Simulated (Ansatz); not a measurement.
**C3H9GeNO: up Jacob's ladder to CCSD(T)**

One table from this session's results is given with a row withheld; the runs are named, their logs left out.

Computed with Ansatz 0.2.0, Gaussian basis. Level: functionals in def2-TZVPP, the program's frozen cores in correlated methods.

The runs, in order: LDA (SPW92), PBE-D4, revPBE-D4, BLYP-D4, r2SCAN-D4, B97M-V, PBE0-D4, B3LYP-D4, r2SCANh-D4, r2SCAN0-D4, HSE06-D4, BHLYP-D4, CAM-B3LYP-D4, LC-ωPBE, ωB97X-V, ωB97M-V, B2PLYP, PBE-QIDH; CCSD(T)/def2-SVP; MP2/def2-TZVPP; MP2/def2-QZVPP; RPA on PBE.

### The geometry

The geometry comes from an earlier relaxation with PBE0-D4 in a triple-zeta def2 set; it is a stationary point, not always the lowest conformer.

SMILES `CC(C)[O][Ge][NH2]`, 15 atoms, charge 0, spin multiplicity 1.

Atoms are counted from 1 here; the program's logs count them from 0.

Bond lengths: C1–C2 1.515 Å, C1–H7 1.093 Å, C1–H8 1.093 Å, C1–H9 1.091 Å, C2–C3 1.518 Å, C2–O4 1.413 Å, C2–H10 1.101 Å, C3–H11 1.093 Å, C3–H12 1.092 Å, C3–H13 1.093 Å, O4–Ge5 1.790 Å, Ge5–N6 1.830 Å, N6–H14 1.008 Å, N6–H15 1.008 Å. Angles: C2–C1–H7 110.9°, C2–C1–H8 110.0°, C2–C1–H9 110.4°, H7–C1–H8 108.6°, H7–C1–H9 108.6°, H8–C1–H9 108.2°, C1–C2–C3 111.9°, C1–C2–O4 108.0°, C1–C2–H10 107.9°, C3–C2–O4 110.2°, C3–C2–H10 108.9°, O4–C2–H10 109.8°, C2–C3–H11 111.0°, C2–C3–H12 111.1°, C2–C3–H13 109.8°, H11–C3–H12 108.4°, H11–C3–H13 108.5°, H12–C3–H13 108.1° and more.

The first run:

Input file in.yaml:

```yaml
crystal:
  periodic: [false, false, false]
  atoms:
    - {symbol: C, position_ang: [-0.613394, -0.957180, 1.638116]}
    - {symbol: C, position_ang: [-0.149670, -0.234987, 0.389096]}
    - {symbol: C, position_ang: [0.523915, -1.176266, -0.593341]}
    - {symbol: O, position_ang: [0.746443, 0.783958, 0.781745]}
    - {symbol: Ge, position_ang: [1.112630, 2.340385, -0.022010]}
    - {symbol: N, position_ang: [0.040642, 2.215225, -1.499581]}
    - {symbol: H, position_ang: [-1.329331, -1.744791, 1.389777]}
    - {symbol: H, position_ang: [0.241294, -1.410367, 2.146199]}
    - {symbol: H, position_ang: [-1.089690, -0.258410, 2.327947]}
    - {symbol: H, position_ang: [-1.033744, 0.211187, -0.092594]}
    - {symbol: H, position_ang: [-0.159289, -1.970736, -0.904638]}
    - {symbol: H, position_ang: [0.857441, -0.640270, -1.484771]}
    - {symbol: H, position_ang: [1.398270, -1.635517, -0.125469]}
    - {symbol: H, position_ang: [-0.563930, 1.451963, -1.760910]}
    - {symbol: H, position_ang: [-0.003488, 2.975006, -2.160164]}
basis:
  gaussian: {orbitals: def2-TZVPP}
hamiltonian: {xc: lda}
output: {orbitals: {seedname: orbitals}}
```

Started as:

```
ansatz run in.yaml --threads 4 --pin off --events-out ev --progress --plain --max-ram 11315MiB
```

Among the steps run: LDA; PBE-D4 (GGA); revPBE-D4 (GGA); BLYP-D4 (GGA); r2SCAN-D4 (meta-GGA); B97M-V (meta-GGA); PBE0-D4 (hybrid); B3LYP-D4 (hybrid); r2SCANh-D4 (hybrid); r2SCAN0-D4 (hybrid); HSE06-D4 (hybrid); BHLYP-D4 (hybrid); CAM-B3LYP-D4 (range-separated); LC-ωPBE (range-separated); ωB97X-V (range-separated); ωB97M-V (range-separated); B2PLYP (double hybrid); PBE-QIDH (double hybrid).

One of the session's tables, all rows but one given; the rest of the session is left out.

It belongs to the step «Orbital energies across the functionals». 

```
  functional  HOMO (eV)  gap (eV)
 LDA (SPW92)      -6.26      4.29
      PBE-D4      -6.09      4.34
   revPBE-D4      -6.03      4.35
     BLYP-D4      -5.97      4.31
   r2SCAN-D4          ?         ?
      B97M-V      -6.36      4.73
     PBE0-D4      -7.21      6.21
    B3LYP-D4      -7.05      5.83
  r2SCANh-D4      -6.78      5.37
  r2SCAN0-D4      -7.39      6.42
    HSE06-D4      -6.81      5.43
    BHLYP-D4      -8.23      8.06
CAM-B3LYP-D4      -8.55      8.58
     LC-ωPBE      -9.80     10.95
     ωB97X-V      -9.49     10.54
     ωB97M-V      -9.43     10.36
```

Q: Estimate the row for r2SCAN-D4 from the others.

Worked estimate for «HOMO (eV)». Against the share of exact exchange, r2SCANh-D4 (0.1, -6.78), r2SCAN0-D4 (0.25, -7.39) give a slope of -4.07 per unit share; at 0 the line stands at -6.37.

As computed: HOMO (eV): -6.36; gap (eV): 4.67. In «HOMO (eV)» the line misses by -0.01.
